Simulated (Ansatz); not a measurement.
Crystal: CrAuS2.

```xyz
4
Lattice="1.7706 1.0223 7.1080 -1.7706 1.0223 7.1080 0.0000 -2.0445 7.1080" Properties=species:S:1:pos:R:3 pbc="T T T"
Au    0.0000    0.0000    0.0000
Cr    0.0000    0.0000   10.6620
S     0.0000    0.0000    2.2962
S     0.0000    0.0000   19.0279
```

The cell comes from a database or a generator and needn't be the stable form of this composition.

- Program: Ansatz 0.2.0
- Task: relaxation of cell and atoms
- Functional: revPBE
- Dispersion: D4
- Potentials or basis: Ansatz PAW
- Cutoff: 420 eV (not typed: the program's choice for these potentials)
- k mesh: 9 × 9 × 9
- Occupations: fermi-dirac, width 0.05 eV
- Spin: collinear spin, ferromagnetic start
- Starting moments: [0.0, 3.0, 0.0, 0.0] μB

At the start: volume 19.30 Å³/atom.

**Question.** How do energy, volume and symmetry change on relaxing?

**Answer.** It ends after 6 steps and the volume is 18.15 Å³/atom (-5.9 %); space group R-3m (No. 166, to 0.05 Å); moment 3.00 μB per cell.

The path:
| step | energy change (eV) | largest force (eV/Å) | volume (Å³) |
| --- | --- | --- | --- |
| 1 | 0.0000 | 0.3060 | 77.20 |
| 2 | -0.0655 | 0.2926 | 73.44 |
| 3 | -0.0717 | 0.0529 | 72.42 |
| 4 | -0.0722 | 0.0065 | 72.61 |
| 5 | -0.0722 | 0.0013 | 72.61 |
| 6 | -0.0712 | 0.0016 | 72.61 |

Final structure:
```xyz
4
Lattice="1.7135 0.9893 7.1390 -1.7135 0.9893 7.1390 0.0000 -1.9786 7.1390" Properties=species:S:1:pos:R:3 pbc="T T T"
Au    0.0000    0.0000    0.0000
Cr    0.0000    0.0000   10.7086
S     0.0000    0.0000    2.2989
S     0.0000    0.0000   19.1182
```

Caveat: the plane-wave basis is chosen anew once the cell has moved, so the energies of steps on either side of that aren't comparable; a cell with one magnetic atom can't hold antiferromagnetic order, which such compounds often take; the PAW data sets come from PBE, with cores solved anew for the run's functional, which leaves a small shift of forces and pressure.
